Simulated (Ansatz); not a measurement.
# K3Li: the cost of one run

Computed with Ansatz 0.2.0 through its Python package. Level of theory: DFT LDA, plane waves, PAW.

### 1 Starting point

Symmetry: Pm-3m, No. 221, cubic system. Conventional cell: a = 6.185 Å, b = 6.185 Å, c = 6.185 Å, α = 90.00°, β = 90.00°, γ = 90.00°. K (site symmetry 4/mmm) has 8 K at 4.37 Å and 4 Li at 4.37 Å in its first shell of neighbours. Around Li (site symmetry m-3m) lie 12 K at 4.37 Å.

No structure file is read: the coordinates are typed or built in the script.

### 2 The code

smear_k3li.py reads:

```python
# -*- coding: utf-8 -*-
'''How the energy of K3Li depends on the smearing.'''

import csv

import ansatz as az

FUNCTIONAL = 'lda'

crystal = (
    az.Lattice.cubic(6.185197)
    .space_group(221)
    .atom('K', [0.0, 0.5, 0.5])
    .atom('Li', [0.0, 0.0, 0.0])
)

model = crystal.calculation().functional(FUNCTIONAL).basis(38 * az.Ry).kpoints(4)

rows = []
for value in [0.5, 0.3, 0.2, 0.1]:
    data = model.occupations('methfessel_paxton', width=value).run(threads=1, backend='cpu').report
    rows.append((value, data['free_energy_ev'] / len(data['lattice']['sites']), data['n_iterations'], data['n_kpoints']))

with open('smear.csv', 'w', newline='') as handle:
    writer = csv.writer(handle)
    writer.writerow(['width (eV)', 'F/atom (eV)', 'iterations', 'k-points'])
    writer.writerows([round(v, 5) if isinstance(v, float) else v for v in row] for row in rows)

# differences from the last row
for row in rows[:-1]:
    shift = 1000 * (row[1] - rows[-1][1])
    print(f'{row[0]}: {shift:+.2f} meV/atom' + ('  (within 2 meV)' if abs(shift) < 2 else ''))
```

### 3 The input behind the calls

The engine receives this input (first run):

```yaml
crystal:
  lattice:
    bravais: cubic
    a: 6.185197
  space_group: 221
  atoms:
    - { symbol: K, position: [0.0, 0.5, 0.5] }
    - { symbol: Li, position: [0.0, 0.0, 0.0] }
basis:
  ecutwfc: 517.016338673772
kpoints:
  mp_grid:
    grid: [4, 4, 4]
hamiltonian:
  xc: lda
scf:
  occupations:
    method: methfessel_paxton
    width: 0.5
```

### 4 Running it

The run is started by

```bash
python smear_k3li.py
```

**Question.** How long does this script take on 1 thread of Arm Neoverse V2, shared host, and how much memory does it need?

About 8.6 s, with a peak of 0.46 GiB.
